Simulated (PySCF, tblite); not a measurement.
**C₄H₁₀BN: geometry, infrared bands and NMR shifts**

What infrared bands and NMR shifts should C₄H₁₀BN (`BNC1CCC1`) show?

Programs: tblite 0.8.0 and PySCF 2.14.0, with density-fitted response routines of our own. Each step states its level of theory. These are calculated values for one molecule in the gas phase, unless marked as measured. Atoms count from 0, in the outputs and in this text.

## (1) The molecule as given

16 atoms, charge 0, multiplicity 1; geometry from: force field or distance geometry start.

Bonds of the start (Å): B0–N1 1.56, N1–C2 1.45, C2–C3 1.52, C3–C4 1.53, C4–C5 1.51, C5–C2 1.54, B0–H6 1.20, B0–H7 1.20, N1–H8 1.04, C2–H9 1.09, C3–H10 1.10, C3–H11 1.11, C4–H12 1.11, C4–H13 1.09, C5–H14 1.10, C5–H15 1.11.

## (2) Geometry optimisation with GFN2-xTB

The job: settings as JSON, then the geometry in Å.

```
{"job": {"kind": "relax", "xc": "GFN2-xTB", "basis": "xTB"}, "charge": 0, "multiplicity": 1}
B      2.475200    -0.503200     0.117100
N      1.323700     0.350100    -0.493100
C      0.261400     0.388000     0.495100
C     -0.961500     1.186500     0.076800
C     -1.817900    -0.069800     0.259700
C     -0.561400    -0.900900     0.322000
H      3.476600     0.100400     0.367200
H      2.132300    -1.260400     0.980100
H      1.020700    -0.052400    -1.398500
H      0.606300     0.533800     1.517900
H     -1.030100     1.512300    -0.967000
H     -1.254500     2.016900     0.747300
H     -2.427700    -0.275700    -0.644700
H     -2.413900    -0.094200     1.169500
H     -0.311900    -1.471900    -0.579200
H     -0.524900    -1.450700     1.285800
```

Launch:

```console
$ OMP_NUM_THREADS=1 python probes_run.py task.json out
```

The driver reads the jobs from task.json and runs them one after another.

**Question.** This job is followed by: GFN2-xTB harmonic vibrations, gas phase; GIAO PBE0/pcSseg-1 NMR shielding, non-relativistic, gas phase. Predict these results of the whole session: strongest single infrared mode (GFN2-xTB); zero-point energy (GFN2-xTB); ¹³C shifts against TMS (PBE0/pcSseg-1, means over atoms taken as alike); ¹H shifts against TMS (PBE0/pcSseg-1, means over atoms taken as alike); ¹¹B shifts against BF3·OEt2 (PBE0/pcSseg-1); ¹⁵N shifts against NH3 (PBE0/pcSseg-1); surface potential, 1st and 99th percentile.

As calculated:

```
                                                               quantity                                         value
                              strongest single infrared mode (GFN2-xTB)                         2638 cm⁻¹, 205 km/mol
                                           zero-point energy (GFN2-xTB)                                 86.5 kcal/mol
¹³C shifts against TMS (PBE0/pcSseg-1, means over atoms taken as alike)                          57.2, 34.5, 13.2 ppm
 ¹H shifts against TMS (PBE0/pcSseg-1, means over atoms taken as alike)  4.97, 4.47, 3.87, 2.62, 1.87, 1.76, 1.72 ppm
                            ¹¹B shifts against BF3·OEt2 (PBE0/pcSseg-1)                                      33.9 ppm
                                 ¹⁵N shifts against NH3 (PBE0/pcSseg-1)                                     178.7 ppm
                                  surface potential, 1st and 99th percentile                            -0.66 V and 1.58 V
```

**Reading.** Relaxing lowered the energy by 2.092 eV in 80 steps; the close pair that moved most is B0–N1, from 1.558 to 1.378 Å. No mode is imaginary among the 42: a minimum at this level. The strongest single mode, at 2638 cm⁻¹, moves mainly H7 and H6. GFN2-xTB is a fitted tight-binding method: band positions and strengths are rough. Its intensities can rank the bands wrongly. C2 (sp3 CH bonded to N) lies farthest downfield among carbon, at 57.2 ppm; deshielded by the electronegative neighbour. At PBE0/pcSseg-1: Shielding is most anisotropic at N1 (span 215 ppm, paramagnetic term -230 ppm).
